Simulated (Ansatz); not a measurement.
# Nb3Sn: the cost of one run

Computed with Ansatz 0.2.0 (DFT PBE, scalar-relativistic, plane waves, PAW, unless a step's input says otherwise).

2 further runs of the same task are left out: 1 that didn't finish, 1 set aside as unsound or not needed.

### 1 The starting structure

Symmetry: Pm-3n, No. 223, cubic system. Conventional cell: a = 5.319 Å, b = 5.319 Å, c = 5.319 Å, α = 90.00°, β = 90.00°, γ = 90.00°. Nb (site symmetry -4m2) is surrounded by 2 Nb at 2.66 Å and 4 Sn at 2.97 Å. Sn (site symmetry m-3) has 12 Nb at 2.97 Å as nearest neighbours.

Coordinates:

```cif
data_structure
_symmetry_space_group_name_H-M 'Pm-3n'
_symmetry_Int_Tables_number 223
_cell_length_a 5.3191
_cell_length_b 5.3191
_cell_length_c 5.3191
_cell_angle_alpha 90.000
_cell_angle_beta 90.000
_cell_angle_gamma 90.000
_cell_volume 150.50
loop_
_atom_site_label
_atom_site_type_symbol
_atom_site_symmetry_multiplicity
_atom_site_Wyckoff_symbol
_atom_site_fract_x
_atom_site_fract_y
_atom_site_fract_z
_atom_site_occupancy
Nb1 Nb 6 c 0.25000 0.00000 0.50000 1
Sn1 Sn 2 a 0.00000 0.00000 0.00000 1
```

This cell was relaxed beforehand with the same method: volume 18.81 Å³/atom, gap on the mesh none (metal).

### 2 Bands, states and charges

Contents of input.yaml:

```yaml
crystal:
  lattice:
    - [5.3191375837, 0.0, 0.0]
    - [0.0, 5.3191375837, 0.0]
    - [0.0, 0.0, 5.3191375837]
  atoms:
    - { symbol: Nb, position: [0.25, 0.0, 0.5] }
    - { symbol: Nb, position: [0.5, 0.75, 0.0] }
    - { symbol: Nb, position: [0.75, 0.0, 0.5] }
    - { symbol: Nb, position: [0.5, 0.25, 0.0] }
    - { symbol: Nb, position: [0.0, 0.5, 0.75] }
    - { symbol: Nb, position: [0.0, 0.5, 0.25] }
    - { symbol: Sn, position: [0.0, 0.0, 0.0] }
    - { symbol: Sn, position: [0.5, 0.5, 0.5] }
basis:
  ecutwfc: 420
kpoints:
  mp_grid: { grid: [8, 8, 8] }
  band_path:
    path:
      - [[0.0, 0.0, 0.0], [0.0, 0.5, 0.0], [0.5, 0.5, 0.0], [0.0, 0.0, 0.0], [0.5, 0.5, 0.5], [0.0, 0.5, 0.0]]
      - [[0.5, 0.5, 0.5], [0.5, 0.5, 0.0]]
    npoints: 14
hamiltonian:
  xc: pbe
scf:
  occupations: { method: gaussian, width: 0.1 }
  n_extra_bands: 20
output:
  forces: true
  stress: true
  eigenvalues: true
  populations: true
  dos: { projected: true, de: 0.02, nscf_kmesh: { grid: [12, 12, 12] } }
  bader: true
  write_density: true
  write_potential: true
  elf: true
  volumetric_format: npy
```

Launch:

```bash
ansatz run input.yaml --threads 2 --pin off --max-ram 5120MiB --backend cpu --events-out ev --progress --plain --runs-dir out
```

What time and memory should one allow on 2 threads of Arm Neoverse V1, shared host?

About 69 s, with a peak of 0.83 GiB.
